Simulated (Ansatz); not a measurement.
# GdO₂, space group P4/nmm: a scan of the Hubbard U

With Ansatz's Python interface.

The script reads `gdo2.vasp`:
```text
GdO2
1.0
   3.37338000    0.00000000    0.00000000
   0.00000000    3.37338000    0.00000000
   0.00000000    0.00000000    6.46544400
Gd O
2 4
Direct
   0.00000000    0.50000000    0.73211300
   0.50000000    0.00000000    0.26788700
   0.00000000    0.00000000    0.00000000
   0.50000000    0.50000000    0.00000000
   0.50000000    0.00000000    0.63542000
   0.00000000    0.50000000    0.36458000
```

Run as a notebook:

In [1]:
```python
import warnings

import ansatz as az
from ase.io import read
import numpy as np
import pandas as pd


def count_gap(report):
    # lowest empty less highest filled band, counting bands; zero where they overlap
    return max(report.get("gap_by_band_count_ev") or 0.0, 0.0)
```

In [2]:
```python
warnings.simplefilter("ignore", az.DeckWarning)
```

In [3]:
```python
atoms = read("gdo2.vasp", format="vasp")
atoms.set_initial_magnetic_moments([7, -7, 0.0, 0.0, 0.0, 0.0])
gdo2 = az.Crystal.from_ase(atoms)
```

In [4]:
```python
base = (
    gdo2.calculation()
    .spin("collinear")
    .kpoints(7, 7, 4)
    .occupations("methfessel_paxton", width=0.05)  # fractional filling near the Fermi level
    .scf(tolerance=1e-07)
    .functional(az.Functional.LDA)
    .band_table()
)
rows = []
for u in [1.0, 3.0, 5.0, 7.0]:
    r = base.hubbard("Gd", "f", u_eff=u).run(threads=1, backend="cpu").report
    shell = r["hubbard"]["n_scf"]
    rows.append((u, count_gap(r), sum(shell) / len(shell), max(abs(m) for m in r["site_moments_mub"]), r["n_iterations"]))
print(pd.DataFrame(rows, columns=["U_eff eV", "gap by band count eV", "Gd f occupation (projector)", "largest moment muB", "iterations"]).round(4).to_string(index=False))
```
```text
 U_eff eV  gap by band count eV  Gd f occupation (projector)  largest moment muB  iterations
      1.0                   0.0                       7.0759              6.8193          17
      3.0                   0.0                       7.0578              6.8513          17
      5.0                   0.0                       7.0444              6.8696          18
      7.0                   0.0                       7.0348              6.8811          23
```

From U = 1 to 7 eV the largest site moment goes from 6.82 to 6.88 μB.

Open f shells: with a Hubbard U, without spin-orbit coupling; the state reached hangs on the start and needn't be the lowest. The mesh is modest for a metal, so energies can be off by several to tens of meV an atom and pressures by half a GPa or more; differences at equal mesh fare better. A gap by band count of zero or less means overlapping bands, a metal. The structure comes from a database of computed cells and needn't be a stable or known phase. Gaps and levels are Kohn-Sham values on a finite set of k-points, without spin-orbit coupling. Shell occupations and the effect of U depend on the projectors; a run with no .spin step is spin-unpolarised, and each U may end in a state that isn't the lowest. The script silences the warnings on its input, which a real study should read. Run time: 2.9 min on 1 thread of Arm Neoverse V2, on a shared host, peak memory 0.64 GiB.
